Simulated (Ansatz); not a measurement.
# C4H4O3SSe: a ladder of functionals and wavefunction methods

An exercise on one series of results from a longer session: the logs are not shown, and one member is left open.

Computed with Ansatz 0.2.0, Gaussian basis. Level: functionals in def2-TZVPP, the program's frozen cores in correlated methods.

The runs, in order: LDA (SPW92), PBE-D4, revPBE-D4, BLYP-D4, r2SCAN-D4, B97M-V, PBE0-D4, B3LYP-D4, r2SCANh-D4, r2SCAN0-D4, HSE06-D4, BHLYP-D4, CAM-B3LYP-D4, LC-ωPBE, ωB97X-V, ωB97M-V, B2PLYP, PBE-QIDH; CCSD(T)/def2-SVP; CCSD(T)/def2-TZVPP; MP2/def2-QZVPP; extrapolation to the limit; RPA on PBE.

### The geometry

An earlier PBE0-D4 in a triple-zeta def2 set relaxation fixed the geometry.

SMILES `O=S(=O)(O)c1ccc[se]1`, 13 atoms, charge 0, spin multiplicity 1.

Atoms are counted from 1 here; the program's logs count them from 0.

Bond lengths: O1–S2 1.428 Å, S2–O3 1.421 Å, S2–O4 1.593 Å, S2–C5 1.733 Å, O4–H10 0.967 Å, C5–C6 1.362 Å, C5–Se9 1.855 Å, C6–C7 1.416 Å, C6–H11 1.083 Å, C7–C8 1.361 Å, C7–H12 1.083 Å, C8–Se9 1.846 Å, C8–H13 1.080 Å. Angles: O1–S2–O3 122.7°, O1–S2–O4 107.5°, O1–S2–C5 108.1°, O3–S2–O4 104.8°, O3–S2–C5 108.7°, O4–S2–C5 103.4°, S2–O4–H10 108.6°, S2–C5–C6 125.4°, S2–C5–Se9 122.2°, C6–C5–Se9 112.4°, C5–C6–C7 114.1°, C5–C6–H11 121.8°, C7–C6–H11 124.2°, C6–C7–C8 114.5°, C6–C7–H12 122.8°, C8–C7–H12 122.7°, C7–C8–Se9 112.5°, C7–C8–H13 127.1° and more.

Set-up of the first run:

Input file in.yaml:

```yaml
crystal:
  periodic: [false, false, false]
  atoms:
    - {symbol: O, position_ang: [0.828200, -0.271212, -2.529512]}
    - {symbol: S, position_ang: [1.495540, -0.268141, -1.266967]}
    - {symbol: O, position_ang: [2.486755, -1.224976, -0.920276]}
    - {symbol: O, position_ang: [2.219138, 1.142506, -1.111746]}
    - {symbol: C, position_ang: [0.290162, -0.241235, -0.022360]}
    - {symbol: C, position_ang: [-1.035968, 0.003609, -0.213981]}
    - {symbol: C, position_ang: [-1.807479, -0.032364, 0.973013]}
    - {symbol: C, position_ang: [-1.096243, -0.304967, 2.100531]}
    - {symbol: Se, position_ang: [0.698161, -0.567527, 1.757455]}
    - {symbol: H, position_ang: [1.741220, 1.793366, -1.643021]}
    - {symbol: H, position_ang: [-1.444490, 0.189125, -1.199147]}
    - {symbol: H, position_ang: [-2.877034, 0.134888, 0.982958]}
    - {symbol: H, position_ang: [-1.477462, -0.387870, 3.107652]}
basis:
  gaussian: {orbitals: def2-TZVPP}
hamiltonian: {xc: lda}
output: {orbitals: {seedname: orbitals}}
```

Among the steps run: LDA; PBE-D4 (GGA); revPBE-D4 (GGA); BLYP-D4 (GGA); r2SCAN-D4 (meta-GGA); B97M-V (meta-GGA); PBE0-D4 (hybrid); B3LYP-D4 (hybrid); r2SCANh-D4 (hybrid); r2SCAN0-D4 (hybrid); HSE06-D4 (hybrid); BHLYP-D4 (hybrid); CAM-B3LYP-D4 (range-separated); LC-ωPBE (range-separated); ωB97X-V (range-separated); ωB97M-V (range-separated); B2PLYP (double hybrid); PBE-QIDH (double hybrid).

One of the session's tables, all rows but one given; the rest of the session is left out.

It belongs to the step «Orbital energies across the functionals». 

| functional | HOMO (eV) | LUMO (eV) | gap (eV) |
| --- | --- | --- | --- |
| LDA (SPW92) | -6.72 | -2.74 | 3.98 |
| PBE-D4 | -6.50 | -2.49 | 4.00 |
| revPBE-D4 | -6.42 | -2.40 | 4.01 |
| BLYP-D4 | -6.32 | -2.35 | 3.98 |
| r2SCAN-D4 | -6.74 | -2.42 | 4.31 |
| B97M-V | -6.72 | -2.36 | 4.36 |
| PBE0-D4 | -7.59 | -1.75 | 5.85 |
| B3LYP-D4 | -7.37 | -1.92 | 5.45 |
| r2SCANh-D4 | -7.15 | -2.14 | 5.01 |
| r2SCAN0-D4 | ? | ? | ? |
| HSE06-D4 | -7.20 | -2.12 | 5.08 |
| BHLYP-D4 | -8.48 | -0.84 | 7.64 |
| CAM-B3LYP-D4 | -8.82 | -0.72 | 8.10 |
| LC-ωPBE | -10.09 | 0.26 | 10.35 |
| ωB97X-V | -9.76 | 0.27 | 10.02 |
| ωB97M-V | -9.66 | 0.23 | 9.88 |

**Question.** Estimate the row for r2SCAN0-D4.

Worked estimate for «HOMO (eV)». Against the share of exact exchange, r2SCAN-D4 (0, -6.74), r2SCANh-D4 (0.1, -7.15) give a slope of -4.10 per unit share; at 0.25 the line stands at -7.76.

The run gave: HOMO (eV): -7.76; LUMO (eV): -1.71; gap (eV): 6.05. In «HOMO (eV)» the line misses by 0.00.
